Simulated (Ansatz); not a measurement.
# GeH2O (singlet): wave-function methods side by side at distance Ge1–O2 = 2.004 Å, cc-pVDZ

Aim: climb from Hartree-Fock through coupled cluster and multireference methods for GeH2O (singlet) at one geometry and basis, and see what each rung misses.

The runs use Ansatz 0.2.0, Gaussian basis; cc-pVDZ, core rule «outside noble gas», up to 15 orbitals frozen.

To be run: UHF; CCSD(T) on RHF; BCCD(T) on RHF; CISD; CCSDT(Q) on RHF; CCSDTQ on RHF; CASSCF and MRCISD+Q, 2 electrons in 2 orbitals; CASSCF and NEVPT2, 2 electrons in 2 orbitals.

12 further runs of the same task are left out: 12 for a known fault of the program. Runs told in other sessions of the task aren't counted.

## (1) The geometry

The geometry derives from a PBE0/def2-TZVP stationary point (not a proven minimum). One bond is set to the value named and the two fragments are kept rigid. No spin-orbit coupling is included. The filled d shell of Ge may be among the frozen orbitals whatever the setting's name suggests.

4 atoms, charge 0, spin multiplicity 1.

Atoms are counted from 1 here; the program's logs count them from 0.

Bond lengths: Ge1–O2 2.004 Å, Ge1–H3 1.599 Å, O2–H4 0.961 Å. Angles: O2–Ge1–H3 92.3°, Ge1–O2–H4 111.5°.

## (2) UHF

in.yaml reads:

```yaml
crystal:
  periodic: [false, false, false]
  atoms:
    - {symbol: Ge, position_ang: [0.000000, -0.049455, 0.375994]}
    - {symbol: O, position_ang: [0.000000, 0.170855, -1.615860]}
    - {symbol: H, position_ang: [0.000000, 1.531472, 0.616408]}
    - {symbol: H, position_ang: [0.000000, -0.679445, -2.064292]}
basis:
  gaussian: {orbitals: cc-pVDZ}
magnetization: {spin_polarized: true, initial_magnetization: 0}
hamiltonian: {xc: hf}
output: {orbitals: {seedname: orbitals}}
```

Command:

```sh
> ansatz run in.yaml --threads 1 --pin off --events-out ev --progress --plain --max-ram 4096MiB --backend cpu
```

After this run come: CCSD(T) on RHF; BCCD(T) on RHF; CISD; CCSDT(Q) on RHF; CCSDTQ on RHF; CASSCF and MRCISD+Q, 2 electrons in 2 orbitals; CASSCF and NEVPT2, 2 electrons in 2 orbitals.

Q: Predict the results of all the runs planned. Wanted: RCCSDTQ from the RHF energy; RMP2 from RCCSDTQ; RCCSD from RCCSDTQ; RCCSD(T) from RCCSDTQ; RCCSDT(Q) from RCCSDTQ; MRCISD+Q pair from RCCSDTQ; T1 diagnostic.

The runs gave:

| quantity | value |
| --- | --- |
| RCCSDTQ from the RHF energy | -8.4197 eV |
| RMP2 from RCCSDTQ | +20.04 kcal/mol |
| RCCSD from RCCSDTQ | +6.61 kcal/mol |
| RCCSD(T) from RCCSDTQ | +1.17 kcal/mol |
| RCCSDT(Q) from RCCSDTQ | -0.19 kcal/mol |
| MRCISD+Q pair from RCCSDTQ | +3.26 kcal/mol |
| levels within 1 kcal/mol (43 meV) | RCCSDT, RCCSDT(Q) |
| T1 diagnostic | 0.028 |

In words: RCCSD(T) misses by +1.17 kcal/mol, 0.6 % of the correlation energy. These misses are within one basis, not against nature.
